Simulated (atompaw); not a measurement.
# Mo: generating and testing a PAW (atompaw) potential

Aim: build the potential from the settings below, then test how well it stands in for the atom: scattering, ghost states and the plane-wave cutoff that it needs.

The numbers are computed with atompaw 4.2.0.5 (LDA (PW92), scalar-relativistic, spin-unpolarised reference atom).

### Step 1. The design

Typed settings, in words:

```json
{"element": "molybdenum (Mo, Z = 42)", "type": "PAW", "frozen core": "[Kr]", "valence charge": "6", "reference configuration": "4d6 5s0 5p0", "partial waves": "5s (bound, empty): rc 3.00 bohr; 5s channel at 0.15 Ry: rc 2.35 bohr; 5p (bound, empty): rc 3.00 bohr; 5p channel at 0.35 Ry: rc 3.00 bohr; 4d (bound): rc 3.00 bohr; 4d channel at 2.45 Ry: rc 2.85 bohr", "local potential": "ultrasoft scheme with l = 3 at 0.5 Ry, radius 1.95 bohr", "core correction": "smooth core density matched at 2.90 bohr", "augmentation charge": "sinc compensation charge, radius 2.95 bohr; PAW radius 3.00 bohr; waves and projectors: custom polynom2 7 10 vanderbiltortho"}
```

An earlier all-electron run gives the scale for the radii.

All-electron outer shells of the reference configuration (LDA (PW92), scalar-relativistic, ld1.x):

```csv
shell,level (eV),outermost node (bohr),outermost maximum (bohr)
4s,-62.33,0.51,0.99
4p,-36.59,0.52,1.06
5s,-3.71,1.35,3.00
4d,-2.51,0.53,1.42
5p,-0.86,1.56,4.32
```

### Step 2. Generation

Input file Mo.input:

```
Mo 42
LDA-PW scalarrelativistic loggrid 1500 logderivrange -2 5 176
5 5 4 0 0 0
5 0 0
5 1 0
4 2 6
0 0 0
c
c
c
c
v
c
c
c
v
c
v
2
3.00 2.95 1.95 2.90
y
0.15
n
y
0.35
n
y
2.45
n
custom polynom2 7 10 vanderbiltortho sinc
3 0.5 ultrasoft
3.00
2.35
3.00
3.00
3.00
2.85
PWSCFOUT
UPFDX 0.0125d0 UPFXMIN -7.d0 UPFZMESH 42.d0
END
```

The run is started by

```bash
$ atompaw < Mo.input > Mo.log
```

What does the calculation give? Wanted: cutoffs for 10 and 1 mRy, occupied levels; bound ghosts; largest phase difference near zero energy, channels read; lowest eigenvalue of the overlap; share of valence orbitals outside the PAW sphere; UPF file.

The runs gave:

| quantity | value |
| --- | --- |
| cutoffs for 10 and 1 mRy, occupied levels | 21 Ry and 40 Ry |
| bound ghosts | s at -59.07 eV |
| largest phase difference near zero energy, channels read | 0.026 rad |
| lowest eigenvalue of the overlap (Bessel basis) | 0.034 (s) |
| share of valence orbitals outside the PAW sphere | 5s 65 %, 5p 90 %, 4d 19 % |
| UPF file | written |

A bound ghost (s) makes it unfit for use: electrons can fall into a state that the atom doesn't have. Close by lies the frozen 4s level (-62.3 eV). By its cutoff, 21 Ry for the looser tolerance, it is soft on the atom at that tolerance. Near zero energy the phases of the channels with partial waves agree within 0.026 rad. These are tests on the free atom; a crystal test is still owed.
